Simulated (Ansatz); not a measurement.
**InSb₃: a line through an energy map**

The task here is to estimate one member of a computed series from the others.

Method: DFT PBEsol, scalar-relativistic, plane waves, PAW, in Ansatz 0.2.0.

17 further runs of the same task are left out: 17 set aside as unsound or not needed.

### The starting structure

It takes space group Pm-3m (No. 221, cubic). The conventional cell has a = 4.728 Å, b = 4.728 Å, c = 4.728 Å, α = 90.00°, β = 90.00°, γ = 90.00°. Around In (site symmetry m-3m) lie 12 Sb at 3.34 Å. Sb (site symmetry 4/mmm) has 4 In at 3.34 Å and 8 Sb at 3.34 Å as nearest neighbours.

As a file:

```
CELL_PARAMETERS angstrom
4.72846 0.00000 0.00000
0.00000 4.72846 0.00000
0.00000 0.00000 4.72846
ATOMIC_POSITIONS crystal
In 0.00000 0.00000 0.00000
Sb 0.50000 0.00000 0.50000
Sb 0.00000 0.50000 0.50000
Sb 0.50000 0.50000 0.00000
```

It goes back to an entry of the Materials Project, which need not be the stable form.

This cell was relaxed beforehand with the same method: volume 26.43 Å³/atom, gap on the mesh none (metal).

### What is varied

The energy is mapped over volume and the cell's shape.

The axes are (1) volume per atom: 7 values from 24.32 to 28.55 Å³; (2) c/a of the conventional cell: 7 values from 0.834 to 1.200.

Nothing else is relaxed (symmetry fixes all fractional coordinates). Energies count from the relaxed crystal. Points are written as (first, second).

Set-up of the first run:

File input.yaml:

```yaml
crystal:
  lattice:
    - [4.8865026657, 0.0, 0.0]
    - [0.0, 4.8865026657, 0.0]
    - [0.0, 0.0, 4.0733886222]
  atoms:
    - { symbol: In, position: [0.0, 0.0, 0.0] }
    - { symbol: Sb, position: [0.5, 0.0, 0.5] }
    - { symbol: Sb, position: [0.0, 0.5, 0.5] }
    - { symbol: Sb, position: [0.5, 0.5, 0.0] }
basis:
  ecutwfc: 420
kpoints:
  mp_grid: { grid: [10, 10, 10] }
hamiltonian:
  xc: pbesol
  pseudopotentials: { kind: paw, azcp: { folder: soft_1 } }
scf:
  occupations: { method: gaussian, width: 0.15 }
output:
  forces: true
  stress: true
  eigenvalues: true
```

The run is started by

```
$ ansatz run input.yaml --threads 2 --pin off --max-ram 4096MiB --backend cpu --events-out ev --progress --plain --runs-dir out
```

Steps of the session up to this table: The run at (24.32 Å³, 0.834); Grid point (25.02 Å³, 0.834); Point (27.14 Å³, 0.834); The run at (27.84 Å³, 0.834); Point (28.55 Å³, 0.834).

One of the session's tables, all rows but one given; the rest of the session is left out.

| volume per atom (Å³) | energy (meV/atom) | slope (meV/atom per Å³) | pressure (GPa) |
| --- | --- | --- | --- |
| 24.32 | 18.6 | −34 | 5.5 |
| 25.02 | ? | ? | ? |
| 25.73 | −10.2 | −8 | 1.3 |
| 26.43 | −12.0 | 3 | −0.4 |
| 27.14 | −6.9 | 12 | −1.9 |
| 27.84 | 4.0 | 19 | −3.1 |
| 28.55 | 20.0 | 26 | −4.2 |

**Question.** Estimate the row for volume per atom (Å³) = 25.02.

Worked estimate for «energy (meV/atom)». A straight line through the neighbours (24.32, 18.6) and (25.73, −10.2) gives 18.6 + (−10.2 − 18.6) × (25.02 − 24.32) / (25.73 − 24.32) = 4.30; a parabola fitted to 3 rows on both sides gives 0.10.

The run gave: energy (meV/atom): −0.46; slope (meV/atom per Å³): −20; pressure (GPa): 3.2. In «energy (meV/atom)» the line misses by +4.76 and the parabola by +0.56.

Energies count from the relaxed crystal. Rows without a step come from runs not printed here or follow by symmetry. Slopes come from the forces (and the stress, where the cell changes), not from differences of energies.

**Reading.** The lowest point of the line is at 26.43 Å³, −12.0 meV/atom from the zero. Energies and slopes round the minimum, fitted together, put the minimum at 26.247 Å³, with a curvature of about 14 meV/atom per (Å³)². V·d²E/dV² there is about 60 GPa, a bulk modulus under this line's constraint. The highest point computed, at 28.55 Å³, lies 32.0 meV/atom above the lowest. This is one cut through a surface in two coordinates; it holds the lowest point sampled, which need not be a minimum. Spin-orbit coupling is left out for Sb.

Limits of these values: Warnings in the runs' records: pseudo functional mismatch.
